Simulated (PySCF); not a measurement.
**GeH2 (SMILES [GeH2]): wB97X-V/ccECP-cc-pVDZ (core potential)**

Aim: the vertical ionisation energy of GeH2 at wB97X-V/ccECP-cc-pVDZ (core potential), from 2 runs. The job is set up through a Python script.

The calculation is run with PySCF 2.14.0.

5 further runs of the same task are left out: 5 set aside as unsound or not needed.

## Step 1: The structure to begin with

The species is GeH2 (3 atoms), meant as a singlet with charge 0. SMILES: `[GeH2]`. The shape is that of a PBE0-D4/def2-TZVP optimisation.

Bond lengths: Ge1–H2 1.595 Å, Ge1–H3 1.594 Å. Angles: H2–Ge1–H3 90.6°.

## Step 2: A single-point energy at wB97X-V/ccECP-cc-pVDZ (core potential)

run.py

```python
from pyscf import gto, dft

mol = gto.Mole()
mol.atom = [
    ('Ge', (-0.570100, 0.405100, -0.263700)),
    ('H', (0.783000, 0.743600, 0.509000)),
    ('H', (-0.212900, -1.148700, -0.245300)),
]
mol.basis = 'ccecp-cc-pvdz'
mol.spin = 0
mol.max_memory = 1860
mol.ecp = 'ccecp'
mol.verbose = 3
mol.build()

mf = dft.RKS(mol)
mf.xc = 'wb97x-v'
mf.nlcgrids.level = 1
mf.grids.level = 5
mf.conv_tol = 1e-10
mf.kernel()
if not mf.converged:
    mf = mf.newton().run(mf.mo_coeff, mf.mo_occ)

e_final = mf.e_tot
print('E = %.10f Eh' % e_final)
```

Command:

```bash
$ OMP_NUM_THREADS=1 python run.py
```

What it wrote:

```text
converged SCF energy = -4.96300994672209
E = -4.9630099467 Eh
```

Wall time 8.4 s (1 thread of Arm Neoverse V1, shared host); peak memory 0.18 GiB.

## Step 3: The doublet cation

run.py

```python
from pyscf import gto, dft

mol = gto.Mole()
mol.atom = [
    ('Ge', (-0.570100, 0.405100, -0.263700)),
    ('H', (0.783000, 0.743600, 0.509000)),
    ('H', (-0.212900, -1.148700, -0.245300)),
]
mol.verbose = 3
mol.ecp = 'ccecp'
mol.max_memory = 1860
mol.charge = 1
mol.basis = 'ccecp-cc-pvdz'
mol.spin = 1
mol.build()

ks = dft.UKS(mol)
ks.xc = 'wb97x-v'
ks.nlcgrids.level = 1
ks.conv_tol = 1e-10
ks.grids.level = 5
ks.kernel()
if not ks.converged:
    ks = ks.newton().run(ks.mo_coeff, ks.mo_occ)

e_final = ks.e_tot
print('E(%s) = %.9f' % ('WB97X-V', e_final))
```

Command:

```bash
$ OMP_NUM_THREADS=1 python run.py
```

What it wrote:

```text
converged SCF energy = -4.61661547473328  <S^2> = 0.75446975  2S+1 = 2.0044648
E(WB97X-V) = -4.616615475
```

Run time: 11 s. Hardware: 1 thread of Arm Neoverse V1, shared host; peak memory 0.19 GiB.

## Step 4: Results

Level: wB97X-V/ccECP-cc-pVDZ (core potential).

```
                                          quantity        value
                        singlet GeH2: total energy  -4.96301 Eh
                       singlet GeH2: dipole moment       0.45 D
                         singlet GeH2: HOMO energy     -9.06 eV
                         singlet GeH2: LUMO energy     -0.86 eV
                       singlet GeH2: HOMO–LUMO gap      8.20 eV
                      doublet cation: total energy  -4.61662 Eh
doublet cation: HOMO energy (highest over α and β)    -17.86 eV
 doublet cation: LUMO energy (lowest over α and β)     -9.83 eV
                              doublet cation: ⟨S²⟩        0.754
vertical ionisation energy (to the doublet cation)     9.426 eV
```

**Reading.** The vertical ionisation energy comes to 9.43 eV (909 kJ/mol). −ε(HOMO) before ionisation, 9.06 eV, is 0.37 eV below this ionisation energy. Mulliken charges (doublet cation) run from +0.09 on H2 to +0.82 on Ge1; they depend strongly on the basis.
